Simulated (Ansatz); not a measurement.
**CH₉BO₂Si₂: up Jacob's ladder to CCSD(T)**

How much do the methods differ for CH₉BO₂Si₂? The plan is to run it at one geometry with functionals of several rungs and with coupled cluster, and see how far each lands from CCSD(T) at the basis-set limit for the atomisation energy.

The runs use Ansatz 0.2.0, Gaussian basis; functionals in def2-TZVPP, the program's frozen cores in correlated methods.

Plan: PBE-D4, r2SCAN-D4, PBE0-D4, B3LYP-D4, ωB97X-V, ωB97M-V, B2PLYP; CCSD(T)/def2-TZVPP; MP2/def2-QZVPP; extrapolation to the limit.

## (1) Structure used throughout

The geometry comes from an earlier relaxation with PBE0-D4 in a triple-zeta def2 set; it is a stationary point, not always the lowest conformer.

SMILES `CB(O[SiH3])O[SiH3]`, 15 atoms, charge 0, spin multiplicity 1.

Atoms are counted from 1 here; the program's logs count them from 0.

Bond lengths: C1–B2 1.567 Å, C1–H7 1.091 Å, C1–H8 1.097 Å, C1–H9 1.091 Å, B2–O3 1.366 Å, B2–O5 1.365 Å, O3–Si4 1.641 Å, Si4–H10 1.484 Å, Si4–H11 1.483 Å, Si4–H12 1.488 Å, O5–Si6 1.641 Å, Si6–H13 1.484 Å, Si6–H14 1.482 Å, Si6–H15 1.488 Å. Angles: B2–C1–H7 112.3°, B2–C1–H8 108.9°, B2–C1–H9 112.2°, H7–C1–H8 106.7°, H7–C1–H9 109.6°, H8–C1–H9 106.8°, C1–B2–O3 119.3°, C1–B2–O5 119.3°, O3–B2–O5 121.4°, B2–O3–Si4 142.0°, O3–Si4–H10 109.9°, O3–Si4–H11 107.7°, O3–Si4–H12 110.7°, H10–Si4–H11 109.8°, H10–Si4–H12 109.4°, H11–Si4–H12 109.3°, B2–O5–Si6 142.1°, O5–Si6–H13 109.9° and more.

## (2) PBE-D4 (GGA)

Input file in.yaml:

```yaml
crystal:
  periodic: [false, false, false]
  atoms:
    - {symbol: C, position_ang: [-2.213087, -0.348189, -1.088671]}
    - {symbol: B, position_ang: [-0.822389, -0.104010, -0.408628]}
    - {symbol: O, position_ang: [0.311968, -0.165596, -1.166368]}
    - {symbol: Si, position_ang: [1.945863, -0.254451, -1.044413]}
    - {symbol: O, position_ang: [-0.769363, 0.139538, 0.933922]}
    - {symbol: Si, position_ang: [0.254376, 0.616389, 2.124047]}
    - {symbol: H, position_ang: [-3.020205, 0.183918, -0.582782]}
    - {symbol: H, position_ang: [-2.453791, -1.416406, -1.030111]}
    - {symbol: H, position_ang: [-2.207018, -0.083601, -2.147074]}
    - {symbol: H, position_ang: [2.535604, 1.101428, -1.168330]}
    - {symbol: H, position_ang: [2.434717, -1.116245, -2.147239]}
    - {symbol: H, position_ang: [2.345068, -0.850625, 0.258930]}
    - {symbol: H, position_ang: [0.806060, -0.571528, 2.821311]}
    - {symbol: H, position_ang: [-0.518916, 1.444342, 3.080247]}
    - {symbol: H, position_ang: [1.371094, 1.425035, 1.565169]}
basis:
  gaussian: {orbitals: def2-TZVPP}
hamiltonian: {xc: pbe, dispersion: d4}
output: {forces: true, orbitals: {seedname: orbitals}}
```

The run is started by

```console
$ ansatz run in.yaml --threads 2 --pin off --events-out ev --progress --plain --max-ram 32768MiB --backend cuda --devices 0, --max-vram 18GiB
```

The runs that follow: r2SCAN-D4 (meta-GGA); PBE0-D4 (hybrid); B3LYP-D4 (hybrid); ωB97X-V (range-separated); ωB97M-V (range-separated); B2PLYP (double hybrid); CCSD(T) in def2-TZVPP; MP2 in def2-QZVPP.

Q: Predict the results of all the runs planned. Wanted: atomisation energy, CCSD(T)/CBS; farthest; mean size of error, hybrid; mean size of error, range-separated; gap, smallest and largest; T1 diagnostic; triples share of the correlation energy.

The runs gave:

```
                               quantity                                          value
        atomisation energy, CCSD(T)/CBS                                  5662.8 kJ/mol
 functionals within 28.3 kJ/mol (0.5 %)  PBE-D4, r2SCAN-D4, B3LYP-D4, ωB97X-V, ωB97M-V
                               farthest                          B2PLYP (-60.8 kJ/mol)
             mean size of error, hybrid                                    28.7 kJ/mol
    mean size of error, range-separated                                    13.9 kJ/mol
              gap, smallest and largest           6.27 eV (PBE-D4), 12.96 eV (ωB97X-V)
                          T1 diagnostic                                         0.0121
triples share of the correlation energy                                          3.4 %
```

What this shows: PBE-D4 is off by +3.0 kJ/mol. Double hybrids carry the basis error of their MP2 part in triple zeta, and no dispersion term here, so their miss is partly the set-up's. The reference freezes the cores and leaves out relativity and excitations past (T), so misses under about 28.3 kJ/mol can't be ranked. Hartree-Fock recovers 76 % of the binding; the rest is correlation. The gap grows from 6.3 to 13.0 eV across the functionals, mostly with the share of exact exchange.
